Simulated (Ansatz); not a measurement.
# C2H8AlNO2: basis-set convergence

An exercise on one series of results from a longer session: the logs are not shown, and one member is left open.

Computed with Ansatz 0.2.0, Gaussian basis. Level: one geometry, several basis sets.

The runs, in order: PBE0-D4/def2-SVP; ωB97M-V/def2-SVP; PBE0-D4/def2-QZVPP; ωB97M-V/def2-QZVPP; the functionals' def2-TZVPP values are taken from earlier runs.

## The geometry

All runs share one geometry, relaxed beforehand with PBE0-D4 in a triple-zeta def2 set.

14 atoms, charge 0, spin multiplicity 1.

Atoms are counted from 1 here; the program's logs count them from 0.

Bond lengths: C1–N2 1.440 Å, C1–H7 1.093 Å, C1–H8 1.100 Å, C1–H9 1.100 Å, N2–C3 1.444 Å, N2–Al4 1.765 Å, C3–H10 1.092 Å, C3–H11 1.100 Å, C3–H12 1.100 Å, Al4–O5 1.695 Å, Al4–O6 1.693 Å, O5–H13 0.954 Å, O6–H14 0.955 Å. Angles: N2–C1–H7 111.1°, N2–C1–H8 111.8°, N2–C1–H9 111.8°, H7–C1–H8 107.4°, H7–C1–H9 107.4°, H8–C1–H9 107.1°, C1–N2–C3 112.6°, C1–N2–Al4 124.8°, C3–N2–Al4 122.7°, N2–C3–H10 110.7°, N2–C3–H11 111.5°, N2–C3–H12 111.5°, H10–C3–H11 107.9°, H10–C3–H12 107.9°, H11–C3–H12 107.1°, N2–Al4–O5 124.0°, N2–Al4–O6 117.1°, O5–Al4–O6 118.9° and more.

Set-up of the first run:

File in.yaml:

```yaml
crystal:
  periodic: [false, false, false]
  atoms:
    - {symbol: C, position_ang: [-1.636303, -0.044645, 0.241040]}
    - {symbol: N, position_ang: [-0.268990, -0.161900, -0.194350]}
    - {symbol: C, position_ang: [-0.138405, -0.930823, -1.409463]}
    - {symbol: Al, position_ang: [1.117557, 0.543172, 0.640393]}
    - {symbol: O, position_ang: [1.003375, 1.457425, 2.062589]}
    - {symbol: O, position_ang: [2.644888, 0.276012, -0.040398]}
    - {symbol: H, position_ang: [-1.708175, 0.539464, 1.162532]}
    - {symbol: H, position_ang: [-2.264254, 0.452284, -0.513320]}
    - {symbol: H, position_ang: [-2.087421, -1.028252, 0.439347]}
    - {symbol: H, position_ang: [0.908418, -1.001224, -1.711202]}
    - {symbol: H, position_ang: [-0.522523, -1.953731, -1.283316]}
    - {symbol: H, position_ang: [-0.698476, -0.474023, -2.238614]}
    - {symbol: H, position_ang: [0.195034, 1.671012, 2.521762]}
    - {symbol: H, position_ang: [3.442273, 0.626031, 0.351800]}
basis:
  gaussian: {orbitals: def2-SVP}
hamiltonian: {xc: pbe0, dispersion: d4}
output: {orbitals: {seedname: orbitals}}
```

On the command line:

```console
> ansatz run in.yaml --threads 2 --pin off --events-out ev --progress --plain --max-ram 31744MiB --backend cpu
```

Among the steps run: PBE0-D4 in def2-SVP; ωB97M-V in def2-SVP; PBE0-D4 in def2-QZVPP; ωB97M-V in def2-QZVPP.

One of the session's tables, all rows but one given; the rest of the session is left out.

It belongs to the step «Functionals by basis». 

| functional | basis | HOMO (eV) | LUMO (eV) |
| --- | --- | --- | --- |
| PBE0-D4 | def2-SVP | -6.09 | 0.14 |
| PBE0-D4 | def2-TZVPP | -6.27 | -0.14 |
| PBE0-D4 | def2-QZVPP | -6.31 | -0.44 |
| ωB97M-V | def2-SVP | ? | ? |
| ωB97M-V | def2-TZVPP | -8.57 | 1.42 |
| ωB97M-V | def2-QZVPP | -8.62 | 0.81 |

Q: Estimate the row for ωB97M-V, def2-SVP from the others.

**Answer.** HOMO (eV): -8.38; LUMO (eV): 1.73. In the column «HOMO (eV)» it lies between ωB97M-V, def2-TZVPP (-8.57) and PBE0-D4, def2-QZVPP (-6.31).
